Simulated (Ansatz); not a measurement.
# H5NSSi2Zn: one species, many methods

An exercise on one series of results from a longer session: the logs are not shown, and one member is left open.

The runs use Ansatz 0.2.0, Gaussian basis; functionals in def2-TZVPP, the program's frozen cores in correlated methods.

The runs, in order: LDA (SPW92), PBE-D4, revPBE-D4, BLYP-D4, r2SCAN-D4, B97M-V, PBE0-D4, B3LYP-D4, r2SCANh-D4, r2SCAN0-D4, HSE06-D4, BHLYP-D4, CAM-B3LYP-D4, LC-ωPBE, ωB97X-V, ωB97M-V, B2PLYP, PBE-QIDH; CCSD(T)/def2-SVP; CCSD(T)/def2-TZVPP; MP2/def2-QZVPP; extrapolation to the limit; RPA on PBE.

## The geometry

An earlier PBE0-D4 in a triple-zeta def2 set relaxation fixed the geometry.

SMILES `N[SiH]1[SiH2][S][Zn]1`, 10 atoms, charge 0, spin multiplicity 1.

Atoms are counted from 1 here; the program's logs count them from 0.

Bond lengths: N1–Si2 1.711 Å, N1–H6 1.006 Å, N1–H7 1.006 Å, Si2–Si3 2.413 Å, Si2–Zn5 2.385 Å, Si2–H8 1.490 Å, Si3–S4 2.125 Å, Si3–H9 1.490 Å, Si3–H10 1.489 Å, S4–Zn5 2.262 Å. Angles: Si2–N1–H6 121.4°, Si2–N1–H7 122.7°, H6–N1–H7 112.4°, N1–Si2–Si3 117.8°, N1–Si2–Zn5 129.8°, N1–Si2–H8 105.7°, Si3–Si2–Zn5 73.0°, Si3–Si2–H8 113.2°, Zn5–Si2–H8 114.2°, Si2–Si3–S4 104.3°, Si2–Si3–H9 108.9°, Si2–Si3–H10 111.1°, S4–Si3–H9 112.5°, S4–Si3–H10 111.3°, H9–Si3–H10 108.6°, Si3–S4–Zn5 81.1°, Si2–Zn5–S4 101.1°.

Set-up of the first run:

Input file in.yaml:

```yaml
crystal:
  periodic: [false, false, false]
  atoms:
    - {symbol: N, position_ang: [-1.832212, -0.361865, 0.816547]}
    - {symbol: Si, position_ang: [-0.737271, 0.412044, -0.245807]}
    - {symbol: Si, position_ang: [1.620647, 0.023027, 0.090604]}
    - {symbol: S, position_ang: [2.361635, -0.424296, -1.850096]}
    - {symbol: Zn, position_ang: [0.152921, -0.333009, -2.329589]}
    - {symbol: H, position_ang: [-2.701769, 0.069962, 1.079348]}
    - {symbol: H, position_ang: [-1.840756, -1.357629, 0.956222]}
    - {symbol: H, position_ang: [-1.103068, 1.856025, -0.219681]}
    - {symbol: H, position_ang: [1.792697, -1.111155, 1.042169]}
    - {symbol: H, position_ang: [2.287176, 1.226915, 0.660293]}
basis:
  gaussian: {orbitals: def2-TZVPP}
hamiltonian: {xc: lda}
output: {orbitals: {seedname: orbitals}}
```

The run is started by

```bash
$ ansatz run in.yaml --threads 4 --pin off --events-out ev --progress --plain --max-ram 10444MiB
```

Among the steps run: LDA; PBE-D4 (GGA); revPBE-D4 (GGA); BLYP-D4 (GGA); r2SCAN-D4 (meta-GGA); B97M-V (meta-GGA); B3LYP-D4 (hybrid); r2SCANh-D4 (hybrid); r2SCAN0-D4 (hybrid); HSE06-D4 (hybrid); BHLYP-D4 (hybrid); CAM-B3LYP-D4 (range-separated); LC-ωPBE (range-separated); ωB97X-V (range-separated); ωB97M-V (range-separated); B2PLYP (double hybrid); PBE-QIDH (double hybrid).

One table of the session follows, with a row left open; its other results are not shown here.

It belongs to the step «Frontier levels by functional». 

| functional | HOMO (eV) | LUMO (eV) | gap (eV) |
| --- | --- | --- | --- |
| LDA (SPW92) | -5.51 | -2.86 | 2.65 |
| PBE-D4 | -5.34 | -2.68 | 2.66 |
| revPBE-D4 | -5.27 | -2.60 | 2.67 |
| BLYP-D4 | -5.20 | -2.59 | 2.60 |
| r2SCAN-D4 | -5.53 | -2.57 | 2.96 |
| B97M-V | ? | ? | ? |
| PBE0-D4 | -6.20 | -2.03 | 4.17 |
| B3LYP-D4 | -6.05 | -2.24 | 3.81 |
| r2SCANh-D4 | -5.85 | -2.32 | 3.53 |
| r2SCAN0-D4 | -6.33 | -1.96 | 4.38 |
| HSE06-D4 | -5.81 | -2.38 | 3.44 |
| BHLYP-D4 | -6.95 | -1.36 | 5.59 |
| CAM-B3LYP-D4 | -7.33 | -1.21 | 6.12 |
| LC-ωPBE | -8.47 | -0.23 | 8.24 |
| ωB97X-V | -8.18 | -0.30 | 7.88 |
| ωB97M-V | -8.05 | -0.44 | 7.62 |

Q: Estimate the row for B97M-V from the others.

**Answer.** HOMO (eV): -5.53; LUMO (eV): -2.74; gap (eV): 2.79.
